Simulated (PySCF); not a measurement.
**C₅H₁₀NSi−: NMR shifts and electronic excitations in gas and solvents, part 1 of 2**

Aim: compute the NMR shifts and electronic excitations of C₅H₁₀NSi− (`CC(C)(C)[SiH-]C#N`), and see what a dielectric continuum does where one was used.

Programs: PySCF 2.14.0, with density-fitted response routines of our own. Each step states its level of theory. These are calculated values for one molecule, in the gas phase or a continuum, unless marked as measured. Atoms are numbered from 0 throughout.

### Step 1. The starting structure

17 atoms, charge -1, multiplicity 1; geometry from: GFN2-xTB. The atoms were then displaced at random by about 0.01 Å, so the start is not that level's minimum.

Bonds of the start (Å): C0–C1 1.53, C1–C2 1.52, C1–C3 1.50, C1–Si4 1.93, Si4–C5 1.84, C5–N6 1.18, C0–H7 1.11, C0–H8 1.11, C0–H9 1.06, C2–H10 1.07, C2–H11 1.11, C2–H12 1.10, C3–H13 1.09, C3–H14 1.09, C3–H15 1.13, Si4–H16 1.51.

### Step 2. Relaxing the molecule at PBE0-D3(BJ)/def2-SVP

What the job is given:

```
{"job": {"xc": "PBE0", "basis": "def2-SVP", "d3": "d3bj", "grid": 1, "shake": 0.01, "kind": "geom"}, "charge": -1, "multiplicity": 1}
C     -0.273590    -0.085670     1.384170
C     -0.219440     0.087330    -0.138480
C     -0.397320    -1.282740    -0.783260
C     -1.311780     1.000280    -0.604550
Si     1.447480     0.859810    -0.724970
C      2.693970    -0.233420     0.066760
N      3.607360    -0.946170     0.272540
H     -0.169030     0.914010     1.865760
H     -1.255910    -0.485100     1.717340
H      0.501180    -0.714570     1.747780
H     -0.378060    -1.203460    -1.853730
H      0.453630    -1.930200    -0.476360
H     -1.344580    -1.752960    -0.484140
H     -1.245840     2.001150    -0.173910
H     -1.341690     1.082310    -1.687560
H     -2.329300     0.630590    -0.291810
H      1.546400     2.070630     0.174600
```

The run is started by

```bash
$ OMP_NUM_THREADS=1 python probes_run.py task.json out
```

This one command runs all jobs of the session in turn.

Output:

```text
step   0  E = -540.11786821  max force = 0.031206
step   1  E = -540.12676595  max force = 0.011578
step   2  E = -540.12758152  max force = 0.003984
step   3  E = -540.12773023  max force = 0.001150
step   4  E = -540.12774870  max force = 0.000652
step   5  E = -540.12775975  max force = 0.000423
optimisation converged
```

Wall time 3.7 min (1 thread of Intel Xeon at 2.50GHz, shared host); peak memory 0.62 GiB.

The steps of the relaxation:

```
step  energy from step 0 (eV)  largest force component (eV/Å)
   0                   0.0000                          1.6047
   1                  -0.2421                          0.5954
   2                  -0.2643                          0.2049
   3                  -0.2684                          0.0591
   4                  -0.2689                          0.0335
   5                  -0.2692                          0.0218
```

Distances of close pairs at the start and the end, largest changes first:

```
   bond  before (Å)  after (Å)  change (Å)
 Si4–C5       1.837      1.925      +0.088
 C1–Si4       1.929      1.997      +0.068
  C0–H9       1.062      1.102      +0.040
Si4–H16       1.512      1.545      +0.033
  C1–C3       1.498      1.528      +0.030
 C2–H10       1.074      1.103      +0.030
 C3–H15       1.127      1.110      -0.017
 C3–H14       1.087      1.103      +0.017
```

The end geometry stands in the next job.

```
                         at the end point                value
  point group (found at 0.08 Å tolerance)                   C1
rotational constants (GHz, main isotopes)  3.265, 1.467, 1.312
```

### Step 3. NMR shieldings: PBE0/pcSseg-1 in chloroform

What the job is given:

```
{"job": {"kind": "nmr", "xc": "PBE0", "basis": "pcSseg-1", "solvent": "chloroform", "pop": true}, "charge": -1, "multiplicity": 1}
C     -0.228362    -0.046942     1.359782
C     -0.208973     0.093495    -0.159017
C     -0.376449    -1.284542    -0.795524
C     -1.362278     0.996088    -0.595294
Si     1.461612     0.924608    -0.870683
C      2.672692    -0.234746     0.074920
N      3.424246    -0.998978     0.539438
H     -0.121192     0.933958     1.850795
H     -1.178865    -0.502213     1.715106
H      0.601290    -0.680621     1.711640
H     -0.387897    -1.219825    -1.896661
H      0.452122    -1.955007    -0.512720
H     -1.323256    -1.767240    -0.474432
H     -1.266557     2.006684    -0.161926
H     -1.390519     1.110700    -1.692393
H     -2.342033     0.587252    -0.271942
H      1.555038     2.047682     0.185948
```

Level: GIAO PBE0/pcSseg-1 NMR shielding, non-relativistic, IEF-PCM chloroform.

Output:

```text
coarse grid: 14320 points
cycle   1  E = -540.2943524732  dE =  2.160e-01  |g| = 5.154e-01  |ddm| = 3.568e+00
cycle   2  E = -540.2448497016  dE =  4.950e-02  |g| = 7.152e-01  |ddm| = 1.335e+00
cycle   3  E = -540.3671781179  dE = -1.223e-01  |g| = 1.499e-01  |ddm| = 6.574e-01
cycle   4  E = -540.3720552927  dE = -4.877e-03  |g| = 5.061e-02  |ddm| = 1.385e-01
cycle   5  E = -540.3725403193  dE = -4.850e-04  |g| = 1.906e-02  |ddm| = 5.522e-02
cycle   6  E = -540.3726300498  dE = -8.973e-05  |g| = 3.209e-03  |ddm| = 2.007e-02
cycle   7  E = -540.3726327416  dE = -2.692e-06  |g| = 9.468e-04  |ddm| = 5.432e-03
final grid: 132680 points
cycle   8  E = -540.4148128074  dE = -4.492e-05  |g| = 8.253e-03  |ddm| = 3.528e-02
cycle   9  E = -540.4148024789  dE =  1.033e-05  |g| = 1.034e-02  |ddm| = 1.745e-02
cycle  10  E = -540.4148303863  dE = -2.791e-05  |g| = 1.172e-03  |ddm| = 1.019e-02
cycle  11  E = -540.4148306829  dE = -2.966e-07  |g| = 4.190e-04  |ddm| = 1.228e-03
cycle  12  E = -540.4148307118  dE = -2.889e-08  |g| = 2.089e-04  |ddm| = 3.462e-04
cycle  13  E = -540.4148307211  dE = -9.350e-09  |g| = 3.738e-05  |ddm| = 1.631e-04
cycle  14  E = -540.4148307215  dE = -3.115e-10  |g| = 6.469e-06  |ddm| = 4.594e-05
converged SCF energy = -540.4148307215

GIAO shielding tensors (ppm)
atom      isotropic    diamagn.    paramagn.     s11        s22        s33       span
  0 C      146.909     248.853    -101.944    121.137    138.819    180.770     59.633
  1 C      163.464     245.162     -81.697    160.500    161.703    168.189      7.689
  2 C      152.439     248.531     -96.093    133.047    141.593    182.676     49.629
  3 C      151.852     247.770     -95.918    133.097    137.816    184.644     51.546
  4 Si     416.457     879.173    -462.715    327.157    396.919    525.296    198.138
  5 C       32.040     261.680    -229.640   -100.733    -87.312    284.164    384.898
  6 N      -76.755     343.588    -420.343   -248.844   -231.408    249.988    498.832
  7 H       29.959      32.192      -2.233     26.126     28.081     35.670      9.544
  8 H       30.388      31.914      -1.526     26.538     27.798     36.828     10.290
  9 H       29.227      33.219      -3.992     24.823     29.031     33.828      9.005
 10 H       30.183      31.021      -0.839     26.322     27.979     36.247      9.925
 11 H       29.833      32.392      -2.559     25.467     29.113     34.919      9.451
 12 H       30.743      31.480      -0.737     27.529     28.009     36.691      9.162
 13 H       30.270      30.980      -0.710     26.151     28.295     36.364     10.213
 14 H       30.159      30.538      -0.378     26.174     28.187     36.118      9.944
 15 H       30.610      30.849      -0.239     27.382     27.724     36.724      9.342
 16 H       28.009      30.645      -2.635     25.311     27.486     31.231      5.919
```

Run time: 82 s. Hardware: 1 thread of Intel Xeon at 2.50GHz, shared host; peak memory 0.97 GiB.

The references, computed at this level on geometries of the same kind, shield at (ppm): ¹H TMS 31.25, ¹³C TMS 185.2, ²⁹Si TMS 351.9, ¹⁵N NH3 267.8. Their shielding less the atom's gives the shift. The references are single molecules in the same continuum, so shifts against H2O, NH3, PH3, H3PO4 or CFCl3 are not on the usual liquid scales and can be off by tens of ppm. Atoms listed in one row are averaged.

```
                          atoms                                environment  σ (ppm)  δ (ppm)
                             C5                             nitrile carbon     32.0    153.1
                     C0, C2, C3                              methyl carbon    150.4     34.8
                             C1  fully substituted sp3 carbon bonded to Si    163.5     21.7
                            H16        hydrogen on a silicon bonded to 2 C    28.01     3.24
H7, H8, H9, H10, H11 and 4 more                hydrogen on a methyl carbon    30.15     1.09
                            Si4                   silicon bonded to 2 C, H    416.5    -64.6
                             N6                           nitrile nitrogen    -76.8    344.6
```

Charges from the same density, by scheme (e):

```
     atoms  Mulliken    IAO  Hirshfeld  ESP fit
C0, C2, C3     -0.19  -0.40      -0.13    -0.55
        C1     -0.71  -0.16      -0.06     0.76
       Si4      0.17  -0.05      -0.14    -0.99
        C5     -0.21  -0.11      -0.08     0.54
        N6     -0.39  -0.39      -0.36    -0.70
```

Mayer bond orders: C0–C1 1.00, C1–C2 1.01, C1–C3 1.02, C1–Si4 0.81, Si4–C5 0.80, C5–N6 2.88.

### Step 4. NMR shieldings: PBE0/pcSseg-1 in tetrahydrofuran

Settings changed since step 3:

```diff
@@ -1,2 +1,2 @@
-{"job": {"kind": "nmr", "xc": "PBE0", "basis": "pcSseg-1", "solvent": "chloroform", "pop": true}, "charge": -1, "multiplicity": 1}
+{"job": {"kind": "nmr", "xc": "PBE0", "basis": "pcSseg-1", "solvent": "tetrahydrofuran", "pop": false}, "charge": -1, "multiplicity": 1}
 C     -0.228362    -0.046942     1.359782
```

Level: GIAO PBE0/pcSseg-1 NMR shielding, non-relativistic, IEF-PCM tetrahydrofuran.

Output:

```text
coarse grid: 14320 points
cycle   1  E = -540.3016008990  dE =  2.088e-01  |g| = 5.140e-01  |ddm| = 3.568e+00
cycle   2  E = -540.2534811379  dE =  4.812e-02  |g| = 7.100e-01  |ddm| = 1.323e+00
cycle   3  E = -540.3740830838  dE = -1.206e-01  |g| = 1.467e-01  |ddm| = 6.484e-01
cycle   4  E = -540.3787445158  dE = -4.661e-03  |g| = 4.997e-02  |ddm| = 1.355e-01
cycle   5  E = -540.3792182441  dE = -4.737e-04  |g| = 1.876e-02  |ddm| = 5.462e-02
cycle   6  E = -540.3793050336  dE = -8.679e-05  |g| = 3.189e-03  |ddm| = 1.969e-02
cycle   7  E = -540.3793077042  dE = -2.671e-06  |g| = 9.581e-04  |ddm| = 5.535e-03
final grid: 132680 points
cycle   8  E = -540.4214805430  dE = -4.487e-05  |g| = 8.240e-03  |ddm| = 3.519e-02
cycle   9  E = -540.4214704385  dE =  1.010e-05  |g| = 1.029e-02  |ddm| = 1.735e-02
cycle  10  E = -540.4214980912  dE = -2.765e-05  |g| = 1.153e-03  |ddm| = 1.005e-02
cycle  11  E = -540.4214983781  dE = -2.870e-07  |g| = 4.098e-04  |ddm| = 1.198e-03
cycle  12  E = -540.4214984057  dE = -2.756e-08  |g| = 2.053e-04  |ddm| = 3.382e-04
cycle  13  E = -540.4214984147  dE = -9.004e-09  |g| = 3.732e-05  |ddm| = 1.596e-04
cycle  14  E = -540.4214984150  dE = -3.074e-10  |g| = 6.447e-06  |ddm| = 4.580e-05
converged SCF energy = -540.4214984150

GIAO shielding tensors (ppm)
atom      isotropic    diamagn.    paramagn.     s11        s22        s33       span
  0 C      146.980     248.900    -101.920    121.413    138.747    180.780     59.368
  1 C      163.257     245.123     -81.866    160.220    161.713    167.838      7.618
  2 C      152.558     248.559     -96.001    133.401    141.554    182.720     49.319
  3 C      152.058     247.762     -95.705    133.491    138.012    184.669     51.178
  4 Si     416.939     879.262    -462.324    328.892    396.030    525.894    197.003
  5 C       31.531     261.639    -230.108   -101.437    -87.956    283.984    385.421
  6 N      -75.621     343.729    -419.350   -247.282   -229.755    250.174    497.456
  7 H       29.958      32.182      -2.224     26.137     28.060     35.676      9.539
  8 H       30.332      31.861      -1.529     26.483     27.732     36.782     10.299
  9 H       29.270      33.254      -3.984     24.875     29.070     33.866      8.991
 10 H       30.179      31.008      -0.829     26.321     27.959     36.257      9.936
 11 H       29.864      32.416      -2.552     25.503     29.140     34.949      9.446
 12 H       30.671      31.424      -0.753     27.438     27.928     36.648      9.210
 13 H       30.260      30.950      -0.690     26.133     28.277     36.371     10.238
 14 H       30.160      30.515      -0.355     26.163     28.176     36.141      9.979
 15 H       30.543      30.782      -0.240     27.282     27.654     36.692      9.410
 16 H       28.041      30.701      -2.660     25.346     27.517     31.259      5.912
```

It took 77 s on 1 thread of Intel Xeon at 2.50GHz, shared host; peak memory 0.94 GiB.

Key values: δ C5 153.8, C0 34.8, C1 22.0, Si4 -65.1, H16 3.20, H7 1.11 ppm (means over like atoms).

(Continued in part 2 of 2.)
